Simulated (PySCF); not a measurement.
# C7H8OS (4-methoxybenzenethiol): the cost of one run

Computed with PySCF 2.14.0 and routines of our own; the level stands in each step. Atoms count from 0.

## 1. The starting structure

17 atoms, charge 0, multiplicity 1; geometry from: GFN2-xTB.

## 2. Optimising the geometry at PBE0-D3(BJ)/def2-SVP

Job settings and geometry (Å):

```
{"job": {"xc": "PBE0", "basis": "def2-SVP", "d3": "d3bj", "grid": 2, "kind": "geom"}, "charge": 0, "multiplicity": 1}
C     -2.813275    -0.884037    -0.097018
O     -2.119643     0.338194    -0.042339
C     -0.765321     0.315479     0.099350
C     -0.140980     1.563136     0.171821
C      1.223689     1.657062     0.319949
C      1.997177     0.502936     0.395391
S      3.749702     0.675484     0.582664
C      1.386138    -0.737185     0.321749
C      0.012260    -0.834060     0.174354
H     -3.864700    -0.620402    -0.200017
H     -2.675334    -1.466112     0.820046
H     -2.506419    -1.484767    -0.959435
H     -0.754014     2.447924     0.110636
H      1.701166     2.622984     0.378980
H      4.020110    -0.628464     0.609758
H      1.975541    -1.641339     0.377758
H     -0.433094    -1.814804     0.119722
```

Started as:

```console
$ OMP_NUM_THREADS=1 python excited_run.py task.json out
```

One launch serves the whole session: the jobs run in the order shown.

Q: Estimate the wall time and peak memory of this first job on 1 thread of Arm Neoverse V2, shared host.

About 55 s, with a peak of 0.79 GiB.
